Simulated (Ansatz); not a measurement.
**ZrHO (quartet): the correlation ladder, def2-TZVPP**

The task here is to estimate one member of a computed series from the others.

The runs use Ansatz 0.2.0, Gaussian basis; def2-TZVPP, core rule «outside noble gas», up to 5 orbitals frozen.

The runs, in order: UHF; ROHF; CCSD(T) on UHF.

### What is computed

The geometry is a PBE0/def2-TZVP stationary point (not a proven minimum) of the parent state, kept for this charge and spin. No spin-orbit coupling is included. Elements past krypton take def2 core potentials.

3 atoms, charge 0, spin multiplicity 4.

Atoms are counted from 1 here; the program's logs count them from 0.

Bond lengths: Zr1–O2 2.620 Å, O2–H3 0.978 Å. Angles: Zr1–O2–H3 103.1°.

The first run:

in.yaml reads:

```yaml
crystal:
  periodic: [false, false, false]
  atoms:
    - {symbol: Zr, position_ang: [0.000000, -0.236551, 1.833008]}
    - {symbol: O, position_ang: [0.000000, -0.352513, -0.784724]}
    - {symbol: H, position_ang: [0.000000, 0.589064, -1.048284]}
basis:
  gaussian: {orbitals: def2-TZVPP}
magnetization: {spin_polarized: true, initial_magnetization: 3}
hamiltonian: {xc: hf}
output: {orbitals: {seedname: orbitals}}
```

Run with:

```
$ ansatz run in.yaml --threads 1 --pin off --events-out ev --progress --plain --max-ram 4096MiB --backend cpu
```

Among the steps run: UHF; ROHF; CCSD(T) on UHF.

One of the session's tables, all rows but one given; the rest of the session is left out.

It belongs to the step «Misses and costs». 

```
  method  from UCCSD(T) (meV)
    ROHF              +8665.7
     UHF              +8536.5
    UMP2                    ?
   UCCSD               +350.7
UCCSD(T)                    0
```

**Question.** Estimate the row for UMP2.

The run gave: from UCCSD(T) (meV): +443.3. In the column «from UCCSD(T) (meV)» it lies between UCCSD (+350.7) and UHF (+8536.5).
